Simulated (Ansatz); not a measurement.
# GeF2 (SMILES [F][Ge][F]): levels of theory compared

Aim: a comparison of 6 runs (HSE06/STO-3G, UPBE0/STO-3G, revPBE/STO-3G, RPA@PBE/STO-3G, UMP2/STO-3G, UCCSD(T)/STO-3G) of GeF2. 

Program for the calculation: Ansatz 0.2.0.

48 further runs of the same task are left out: 12 that didn't finish, 36 set aside as unsound or not needed.

### 1 The system as given

GeF2 has 3 atoms, charge 0, and is taken as a singlet. SMILES: `[F][Ge][F]`. The Ge2–F1 distance was set to 2.181 Å, away from the relaxed value.

Bond lengths: Ge2–F3 1.745 Å. A long bond or contact: F1–Ge2 2.181 Å.

### 2 The energy at HSE06/STO-3G (run 1)

molecule.yaml reads:

```yaml
crystal:
  periodic: [false, false, false]
  atoms:
    - {symbol: F, position_ang: [-1.004269, -1.303462, -0.701937]}
    - {symbol: Ge, position_ang: [0.637500, -0.295200, 0.320200]}
    - {symbol: F, position_ang: [0.027600, 1.332100, 0.164100]}
basis:
  gaussian: {orbitals: STO-3G}
accuracy: high
total_charge: 0
hamiltonian: {xc: {name: HSE06}}
```

Command:

```sh
$ ansatz run molecule.yaml --threads 1 --pin off --max-ram 2610MiB --events-out events.jsonl --progress --plain --runs-dir runs
```

The program printed:

```text
Warning: RAYON_NUM_THREADS=1 ignored (pool sized by the plan → 1); use --threads N
Functional definition: HSE06
  name "HSE06"
  parameter a = 0.25
  parameter omega = 0.11/bohr
  exchange = pbe_x - a*pbe_x_sr(omega) + a*exact_x_sr(omega)
  correlation = pbe_c
408 factors; integrals over basis functions are off by at most 3.3e-8 eV
43 factors; integrals over basis functions are off by at most 1.3e-9 eV
mean field evaluation 1: about -61204.5620 eV, gradient 2.5e1 eV
mean field evaluation 2: about -61059.2458 eV, gradient 2.1e2 eV
mean field evaluation 4: about -61206.0884 eV, gradient 2.6e1 eV
mean field evaluation 8: about -61208.5131 eV, gradient 1.8e-1 eV
mean field evaluation 16: about -61208.5135 eV, gradient 1.1e-5 eV
mean field -61208.51347128 eV, -2249.3713814490 hartree, gradient 6.9e-8 eV, S^2 0.000000; 0 other end points of the search recorded, 0 dependent functions left out
reference -61208.51347258 eV, -2249.3713814967 hartree; 25, 25 occupied and 3, 3 virtual orbitals, 408 factors
Total energy: -61208.51347258 eV, -2249.3713814967 hartree
```

Run time: 1.6 s. Hardware: 1 thread of Arm Neoverse V1, shared host; peak memory 0.096 GiB.

### 3 The energy at UPBE0/STO-3G (run 2)

molecule.yaml reads:

```yaml
basis:
  gaussian: {orbitals: STO-3G}
crystal:
  periodic: [false, false, false]
  atoms:
    - {symbol: F, position_ang: [-1.004269, -1.303462, -0.701937]}
    - {symbol: Ge, position_ang: [0.637500, -0.295200, 0.320200]}
    - {symbol: F, position_ang: [0.027600, 1.332100, 0.164100]}
magnetization: {spin_polarized: true, initial_magnetization: 0}
hamiltonian: {xc: pbe0}
accuracy: high
```

Command:

```sh
$ ansatz run molecule.yaml --threads 1 --pin off --max-ram 2610MiB --events-out events.jsonl --progress --plain --runs-dir runs
```

The program printed:

```text
Warning: RAYON_NUM_THREADS=1 ignored (pool sized by the plan → 1); use --threads N
Functional definition: PBE0
  name "PBE0"
[... 1 set-up line as earlier in the session ...]
  parameter kappa = 0.804
  parameter beta = 0.06672455060314922
  exchange = (1 - a)*pbe_x(kappa = kappa, mu = beta*pi^2/3) + a*exact_x
  correlation = pbe_c(beta = beta)
408 factors; integrals over basis functions are off by at most 3.3e-8 eV
mean field evaluation 1: about -61204.6930 eV, gradient 1.8e1 eV
mean field evaluation 2: about -61091.6628 eV, gradient 1.3e2 eV
mean field evaluation 4: about -61207.3690 eV, gradient 1.4e1 eV
mean field evaluation 8: about -61208.7435 eV, gradient 1.4e-1 eV
mean field evaluation 16: about -61208.7438 eV, gradient 1.3e-5 eV
mean field -61208.74381621 eV, -2249.3798464689 hartree, gradient 4.9e-8 eV, S^2 0.000000; 0 other end points of the search recorded, 0 dependent functions left out
reference -61208.74381718 eV, -2249.3798465047 hartree; 25, 25 occupied and 3, 3 virtual orbitals, 408 factors
Total energy: -61208.74381718 eV, -2249.3798465047 hartree
```

Wall time 2.3 s (1 thread of Arm Neoverse V1, shared host); peak memory 0.14 GiB.

Runs 3 to 5 aren't shown in full; the table further down has their settings and results.

### 4 The energy at UCCSD(T)/STO-3G (run 6)

input.yaml reads:

```yaml
crystal:
  periodic: [false, false, false]
  atoms:
    - {symbol: F, position_ang: [-1.004269, -1.303462, -0.701937]}
    - {symbol: Ge, position_ang: [0.637500, -0.295200, 0.320200]}
    - {symbol: F, position_ang: [0.027600, 1.332100, 0.164100]}
basis:
  gaussian: {orbitals: STO-3G}
magnetization: {spin_polarized: true, initial_magnetization: 0}
correlation: {method: ccsd_t, frozen_orbitals: {F: 1, Ge: 9}}
accuracy: high
scf: {omitted_lower_state_checks: [cluster_reference, increment]}
```

Command:

```sh
$ ansatz run input.yaml --threads 1 --pin off --max-ram 2610MiB --events-out events.jsonl --progress --plain --runs-dir runs
```

The program printed, cut to the lines that bear on the results:

```text
Warning: RAYON_NUM_THREADS=1 ignored (pool sized by the plan → 1); use --threads N
Functional definition: HF
  name "HF"
[...]
408 factors; integrals over basis functions are off by at most 3.3e-8 eV
[...]
mean field -61164.14675754 eV, -2247.7409347918 hartree, gradient 1.8e-8 eV, S^2 0.434357; 14 other end points of the search recorded, 0 dependent functions left out
11 core orbitals not correlated: weight in the atoms' cores, before any rotation towards them, 1.000 or more for the frozen orbitals, at most 0.000 for the correlated occupied ones
reference -61164.14675754 eV, -2247.7409347918 hartree; 14, 14 occupied and 3, 3 virtual orbitals, 408 factors
second order -1.59106290 eV of doubles, -0.00000000 eV of singles
cycle   1  -1.77671696 eV  change   -1.9e-1 eV  update   1.3e-1
[...]
cycle  37  -2.85323807 eV  change  -6.6e-10 eV  update  6.3e-10
perturbative correction -0.24180794 eV, -0.0088862778 hartree
Total energy: -61167.24180355 eV, -2247.8546756348 hartree
Checks for a lower state left out: cluster_reference, increment
```

Wall time 2 s (1 thread of Arm Neoverse V1, shared host).

### 5 The series

```
run            level  frozen core orbitals   energy (Eh)  wall time
  1     HSE06/STO-3G                     –  -2249.371381      1.6 s
  2     UPBE0/STO-3G                     –  -2249.379847      2.3 s
  3    revPBE/STO-3G                     –  -2249.528581      4.5 s
  4   RPA@PBE/STO-3G                    11  -2247.914922      6.3 s
  5      UMP2/STO-3G                    11  -2247.799405      1.5 s
  6  UCCSD(T)/STO-3G                    11  -2247.854676        2 s
```

### 6 Summary of results

| quantity | value |
| --- | --- |
| run 6: total energy | -2247.85468 Eh |
| run 6: correlation energy (11 core orbitals frozen) | -113.7 mEh |
| run 6: (T) correction | -8.89 mEh |
| run 6: ⟨S²⟩ of the reference determinant | 0.434 |
| run 6: T1 diagnostic | 0.056 |

**Reading.** Totals of different functionals can't be ranked against each other. In run 4 the log says that unrestricted orbitals would lower the reference, so the values rest on an unstable closed-shell determinant (other closed-shell runs at this shape may share the fault). In runs 1, 2, 3, 4, 5, 6 the basis is minimal, so the values are rough. Spin contamination of the reference: run 5 ⟨S²⟩ = 0.43, run 6 ⟨S²⟩ = 0.43. All runs together took 18 s, the longest 6.3 s.
